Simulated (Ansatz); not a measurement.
# C2F6 (hexafluoroethane): r2SCAN/6-31G(d) (spherical functions)

Aim: the energy change on altering one bond length of C2F6 (hexafluoroethane) at r2SCAN/6-31G* (spherical functions), from 2 runs. 

The calculation is run with Ansatz 0.2.0.

48 further runs of the same task are left out: 10 that didn't finish, 38 set aside as unsound or not needed. Runs told in other sessions of the task aren't counted.

## Step 1: The structure to begin with

C2F6 has 8 atoms, charge 0, and is taken as a singlet. As SMILES, `FC(F)(F)C(F)(F)F`. The shape is that of a PBE0-D4/def2-TZVP optimisation.

Bond lengths: F1–C2 1.325 Å, C2–F3 1.325 Å, C2–F4 1.325 Å, C2–C5 1.549 Å, C5–F6 1.325 Å, C5–F7 1.325 Å, C5–F8 1.325 Å. Some angles: F1–C2–F3 109.1°, F1–C2–F4 109.1°, F1–C2–C5 109.8°, F3–C2–F4 109.1°, F3–C2–C5 109.8°, F4–C2–C5 109.8°, C2–C5–F6 109.8°, C2–C5–F7 109.8°, C2–C5–F8 109.8°, F6–C5–F7 109.1°.

## Step 2: The energy at r2SCAN/6-31G(d) (spherical functions)

run.yaml reads:

```yaml
crystal:
  periodic: [false, false, false]
  atoms:
    - {symbol: F, position_ang: [1.065570, -0.767260, 1.152000]}
    - {symbol: C, position_ang: [0.662650, -0.397300, -0.054910]}
    - {symbol: F, position_ang: [1.596070, 0.361280, -0.610920]}
    - {symbol: F, position_ang: [0.478560, -1.476610, -0.801220]}
    - {symbol: C, position_ang: [-0.662670, 0.397270, 0.054890]}
    - {symbol: F, position_ang: [-0.477000, 1.479670, 0.796360]}
    - {symbol: F, position_ang: [-1.068680, 0.762200, -1.152500]}
    - {symbol: F, position_ang: [-1.594500, -0.359250, 0.616310]}
basis:
  gaussian:
    orbitals: 6-31G_st_-spherical.json
hamiltonian:
  xc: r2scan
accuracy: high
output: {orbitals: {seedname: orbitals}}
```

The basis set 6-31G* is read from a file made from the Basis Set Exchange's data (not shown).

Started as:

```
ansatz run run.yaml --threads 1 --pin off --max-ram 3480MiB --events-out events.jsonl --progress --plain --runs-dir runs
```

The log of the run:

```text
Warning: RAYON_NUM_THREADS=1 ignored (pool sized by the plan → 1); use --threads N
Functional definition: r2SCAN
  name "r2SCAN"
  parameter k0 = 0.174
  parameter k1 = 0.065
  parameter a1 = 4.9479
  exchange = r2scan_x(k0 = k0, k1 = k1, a1 = a1)
  correlation = r2scan_c
2589 factors; integrals over basis functions are off by at most 3.2e-9 eV
mean field evaluation 1: about -18364.2154 eV, gradient 4.7e1 eV
mean field evaluation 2: about -18359.0391 eV, gradient 7.6e1 eV
mean field evaluation 4: about -18367.1729 eV, gradient 7.4e-1 eV
mean field evaluation 8: about -18367.1742 eV, gradient 9.1e-3 eV
mean field evaluation 16: about -18367.1742 eV, gradient 4.4e-7 eV
mean field -18367.17418807 eV, -674.9812016936 hartree, gradient 3.3e-8 eV, S^2 0.000000; 0 other end points of the search recorded, 0 dependent functions left out
reference -18367.17418829 eV, -674.9812017017 hartree; 33, 33 occupied and 79, 79 virtual orbitals, 2589 factors
Total energy: -18367.17418829 eV, -674.9812017017 hartree
```

Run time: 24 s. Hardware: 1 thread of Arm Neoverse V1, shared host; peak memory 0.41 GiB.

## Step 3: The distorted shape

in.yaml reads:

```yaml
basis:
  gaussian: {orbitals: 6-31G_st_-spherical.json}
crystal:
  periodic: [false, false, false]
  atoms:
    - {symbol: F, position_ang: [1.157617, -0.227594, 1.525163]}
    - {symbol: C, position_ang: [0.754697, 0.142366, 0.318253]}
    - {symbol: F, position_ang: [1.688117, 0.900946, -0.237757]}
    - {symbol: F, position_ang: [0.478560, -1.476610, -0.801220]}
    - {symbol: C, position_ang: [-0.570623, 0.936936, 0.428053]}
    - {symbol: F, position_ang: [-0.384953, 2.019336, 1.169523]}
    - {symbol: F, position_ang: [-0.976633, 1.301866, -0.779337]}
    - {symbol: F, position_ang: [-1.502453, 0.180416, 0.989473]}
total_charge: 0
hamiltonian: {xc: r2scan}
accuracy: high
output: {orbitals: {seedname: orbitals}}
```

The basis set 6-31G* is read from a file made from the Basis Set Exchange's data (not shown).

Started as:

```
ansatz run in.yaml --threads 1 --pin off --max-ram 3480MiB --events-out events.jsonl --progress --plain --runs-dir runs
```

The log of the run (excerpt; [...] marks lines left out):

```text
Warning: RAYON_NUM_THREADS=1 ignored (pool sized by the plan → 1); use --threads N
[... 7 set-up lines as earlier in the session ...]
2551 factors; integrals over basis functions are off by at most 3.2e-9 eV
mean field evaluation 1: about -18358.5659 eV, gradient 5.8e1 eV
mean field evaluation 2: about -18245.0525 eV, gradient 2.5e2 eV
mean field evaluation 4: about -18361.9209 eV, gradient 3.5e1 eV
mean field evaluation 8: about -18364.3381 eV, gradient 2.6e-1 eV
mean field evaluation 16: about -18364.3382 eV, gradient 5.7e-5 eV
mean field -18364.33821171 eV, -674.8769814848 hartree, gradient 2.6e-8 eV, S^2 0.000000; 0 other end points of the search recorded, 0 dependent functions left out
reference -18364.33821193 eV, -674.8769814931 hartree; 33, 33 occupied and 79, 79 virtual orbitals, 2551 factors
Total energy: -18364.33821193 eV, -674.8769814931 hartree
```

Wall time 24 s (1 thread of Arm Neoverse V1, shared host); peak memory 0.41 GiB.

## Step 4: Outcome

Level: r2SCAN/6-31G* (spherical functions).

| quantity | value |
| --- | --- |
| first shape: total energy | -674.98120 Eh |
| first shape: HOMO energy | -9.31 eV |
| first shape: LUMO energy | 2.07 eV |
| first shape: HOMO–LUMO gap | 11.38 eV |
| distorted shape: total energy | -674.87698 Eh |
| distorted shape: HOMO energy | -8.04 eV |
| distorted shape: LUMO energy | -4.25 eV |
| distorted shape: HOMO–LUMO gap | 3.79 eV |
| energy change with the C2–F4 bond stretched from 1.325 to 1.988 Å | 2.836 eV |

In words: One bond (distorted shape) is far stretched, which a spin-restricted single reference describes badly; a broken-symmetry solution may lie lower. With the C2–F4 bond stretched from 1.325 to 1.988 Å the energy rises by 2.84 eV (65 kcal/mol). The first shape isn't relaxed at this level, so the change isn't measured from a minimum. A restricted reference can't describe the breaking bond well at this length.
